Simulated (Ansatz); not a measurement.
# CoSi: the cost of one run

Computed with Ansatz 0.2.0 (DFT r²SCAN, scalar-relativistic, plane waves, PAW, unless a step's input says otherwise).

The COD entry's cell or inner coordinates are ideal or old and differ from later refinements, so a difference from it is no clean test against experiment.

## 1. The system as given

The structure is cubic, space group P2_13 (No. 198). The conventional cell has a = 4.384 Å, b = 4.384 Å, c = 4.384 Å, α = 90.00°, β = 90.00°, γ = 90.00°. Co (site symmetry 3) is surrounded by 7 Si at 2.29 to 2.40 Å. Si (site symmetry 3) has 7 Co at 2.29 to 2.40 Å as nearest neighbours.

As a file:

```cif
data_structure
_symmetry_space_group_name_H-M 'P2_13'
_symmetry_Int_Tables_number 198
_cell_length_a 4.3835
_cell_length_b 4.3835
_cell_length_c 4.3835
_cell_angle_alpha 90.000
_cell_angle_beta 90.000
_cell_angle_gamma 90.000
_cell_volume 84.23
loop_
_atom_site_label
_atom_site_type_symbol
_atom_site_symmetry_multiplicity
_atom_site_Wyckoff_symbol
_atom_site_fract_x
_atom_site_fract_y
_atom_site_fract_z
_atom_site_occupancy
Co1 Co 4 a 0.14567 0.14567 0.14567 1
Si1 Si 4 a 0.84361 0.84361 0.84361 1
```

This cell comes from an earlier session at r²SCAN: 10.529 Å³/atom at -0.10 GPa, on a 8×8×8 mesh.

## 2. Ferrimagnetic, in the cell as typed

input.yaml

```yaml
crystal:
  lattice:
    - [4.3835274804, 0.0, 0.0]
    - [0.0, 4.3835274804, 0.0]
    - [0.0, 0.0, 4.3835274804]
  atoms:
    - { symbol: Co, position: [0.1456680264, 0.1456680264, 0.1456680264], spin: 1.5 }
    - { symbol: Co, position: [0.3543319736, 0.8543319736, 0.6456680264], spin: 1.5 }
    - { symbol: Co, position: [0.6456680264, 0.3543319736, 0.8543319736], spin: 1.5 }
    - { symbol: Co, position: [0.8543319736, 0.6456680264, 0.3543319736], spin: -1.5 }
    - { symbol: Si, position: [0.8436088031, 0.8436088031, 0.8436088031] }
    - { symbol: Si, position: [0.6563911969, 0.1563911969, 0.3436088031] }
    - { symbol: Si, position: [0.3436088031, 0.6563911969, 0.1563911969] }
    - { symbol: Si, position: [0.1563911969, 0.3436088031, 0.6563911969] }
basis:
  ecutwfc: 500
  ecutrho_ratio: 4
kpoints:
  mp_grid: { grid: [8, 8, 8] }
hamiltonian:
  xc: r2scan
scf:
  occupations: { method: gaussian, width: 0.05 }
  lower_state_search: "off"
output:
  forces: true
  stress: true
  eigenvalues: true
  populations: true
magnetization:
  spin_polarized: true
```

Command:

```bash
$ ansatz run input.yaml --threads 8 --pin off --max-ram 22528MiB --backend cpu --events-out ev --progress --plain --runs-dir out
```

Q: Estimate wall time and peak memory on 8 threads of Intel Xeon 6975P-C (Granite Rapids), shared host.

About 62 s, with a peak of 1.2 GiB.
